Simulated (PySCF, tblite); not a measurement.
# C₃H₇AsBN: geometry, infrared bands and NMR shifts

Wanted: the infrared bands and NMR shifts of C₃H₇AsBN (`NB([AsH2])C1=CC1`), by calculation.

The runs use tblite 0.8.0 and PySCF 2.14.0, with density-fitted response routines of our own; the level of theory stands in each step. All values are computed, except where a source is named. Atoms are numbered from 0 throughout.

## 1. The starting structure

13 atoms, charge 0, multiplicity 1; geometry from: force field or distance geometry start.

Bonds of the start (Å): N0–B1 1.49, B1–As2 2.01, B1–C3 1.58, C3–C4 1.32, C4–C5 1.47, C5–C3 1.49, N0–H6 1.04, N0–H7 1.03, As2–H8 1.54, As2–H9 1.56, C4–H10 1.09, C5–H11 1.11, C5–H12 1.12.

## 2. Optimising the geometry with GFN2-xTB

Job settings and geometry (Å):

```
{"job": {"kind": "relax", "xc": "GFN2-xTB", "basis": "xTB"}, "charge": 0, "multiplicity": 1}
N     -0.924800     1.758100     0.166300
B     -0.646200     0.331700    -0.142900
As    -1.989400    -1.151000    -0.373500
C      0.864600    -0.122000    -0.112700
C      1.995000    -0.516100    -0.676400
C      2.011500    -0.418000     0.790800
H     -0.862700     2.405200    -0.651700
H     -1.785700     1.930400     0.712000
H     -2.855700    -1.045700    -1.645200
H     -2.757000    -1.545300     0.922200
H      2.490200    -0.732900    -1.621000
H      2.432900     0.491200     1.257800
H      2.022900    -1.385000     1.356500
```

On the command line:

```sh
$ OMP_NUM_THREADS=1 python probes_run.py task.json out
```

This one command runs all jobs of the session in turn.

**Question.** This job is followed by: GFN2-xTB harmonic vibrations, gas phase; GIAO PBE0/pcSseg-1 NMR shielding, non-relativistic, gas phase. Predict these results of the whole session: strongest single infrared mode (GFN2-xTB); zero-point energy (GFN2-xTB); 13C shifts against TMS (PBE0/pcSseg-1); 1H shifts against TMS (PBE0/pcSseg-1, means over atoms taken as alike); 15N shifts against NH3 (PBE0/pcSseg-1); 11B shifts against BF3·OEt2 (PBE0/pcSseg-1); 75As shifts against AsH3 (PBE0/pcSseg-1); surface potential, 1st and 99th percentile.

**Answer**, as computed:

| quantity | value |
| --- | --- |
| strongest single infrared mode (GFN2-xTB) | 1859 cm⁻¹, 821 km/mol |
| zero-point energy (GFN2-xTB) | 57.0 kcal/mol |
| 13C shifts against TMS (PBE0/pcSseg-1) | 127.2, 125.5, 10.0 ppm |
| 1H shifts against TMS (PBE0/pcSseg-1, means over atoms taken as alike) | 7.73, 4.43, 2.15, 1.07 ppm |
| 15N shifts against NH3 (PBE0/pcSseg-1) | 117.7 ppm |
| 11B shifts against BF3·OEt2 (PBE0/pcSseg-1) | 45.7 ppm |
| 75As shifts against AsH3 (PBE0/pcSseg-1) | 100 ppm |
| surface potential, 1st and 99th percentile | -0.84 V and 1.82 V |

The optimisation took 177 steps and gained 2.443 eV; among the close pairs (by a distance rule), N0–B1 changed most, from 1.486 to 1.387 Å. No mode is imaginary among the 33: a minimum at this level. The strongest single mode, at 1859 cm⁻¹, moves mainly H9. Unscaled tight-binding wavenumbers are off by several per cent, some by more. Its intensities can rank the bands wrongly. At PBE0/pcSseg-1: Shielding is most anisotropic at C3 (span 279 ppm, paramagnetic term -192 ppm). At PBE0/pcSseg-1, counted by nearest atom on the grid, the HOMO lies on As2 29 %; C4 21 %, the LUMO on B1 25 %; C3, C4 about 21 % each. Spin-orbit coupling is left out, which matters for shieldings and couplings at and beside the heavy atoms.
